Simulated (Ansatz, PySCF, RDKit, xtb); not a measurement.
# Isomers of C2H9BSSi, a sample narrowed down

A sample of isomers of C2H9BSSi is drawn. Aim: find which of them has the lowest free energy at 298.15 K, then its properties. The sample is small against all isomers, and the most stable one of this formula need not be in it.

The funnel: GFN2-xTB relaxations, single points with a density functional, relaxations at B3LYP-D3(BJ)/def2-SVP, harmonic vibrations (at GFN2-xTB), and a last energy at a higher level. All values are calculated.

## 1. Candidates

Isomers were taken from a list of plausible structures; this is a sample, not all of them. That gives 5 candidates.

| label | SMILES | spin |
| --- | --- | --- |
| c034 | B[Si@@H](C)CS | singlet |
| c049 | B[Si](C)(C)S | singlet |
| c063 | BC[Si@@H](C)S | singlet |
| c136 | BC[SiH2]CS | singlet |
| c788 | B[C@@H](S)[SiH2]C | singlet |

Candidates are built by distance geometry, with a force field where one applies, in up to four conformers (letters a to d).

**Question.** With final energies at CCSD(T)/def2-SVP + MP2/def2-TZVPP - MP2/def2-SVP, which structure will this search put lowest in free energy, and by what margin?

| quantity | value |
| --- | --- |
| lowest structure found | BC[Si@@H](C)S, singlet |
| next finalist | B[Si](C)(C)S, singlet, 12.1 kcal/mol higher in G |
| share at equilibrium, among the finalists | 100.0 % |
| dipole moment (PBE0/def2-SVPD) | 1.41 D |
| HOMO energy (PBE0/def2-SVPD) | -7.37 eV |
| LUMO energy (PBE0/def2-SVPD) | -1.55 eV |
| HOMO–LUMO gap (PBE0/def2-SVPD) | 5.82 eV |
| lowest excitation (TD-PBE0/def2-SVPD) | 4.87 eV (f = 0.044) |
| strongest of the states computed, same level | 6.86 eV (f = 0.052) |
| lowest triplet excitation, same level, Tamm-Dancoff | 4.53 eV |
| vertical ionisation energy | 9.40 eV |
| vertical electron affinity | -0.06 eV (unbound: the value depends on the basis) |
| vertical triplet less singlet | +4.81 eV |

`BC[Si@@H](C)S` comes out lowest. Among the finalists first place is clear (12.1 kcal/mol); structures outside the list aren't covered. GFN2-xTB, HF/STO-3G, r2SCAN-D4/def2-SVP, B3LYP-D3(BJ)/def2-SVP, HF/def2-SVP and MP2/def2-SVP already put its bonding pattern lowest among the structures in one piece. 4 minima inside the window were never screened. Lowest found is not proven lowest: the search is finite, and each finalist counts with one conformer. Only 5 drawn patterns were tried, so whole families of isomers are missing, and the result ranks this sample alone. The lowest isomer need not be the one that is made and kept in a bottle, which depends on barriers.
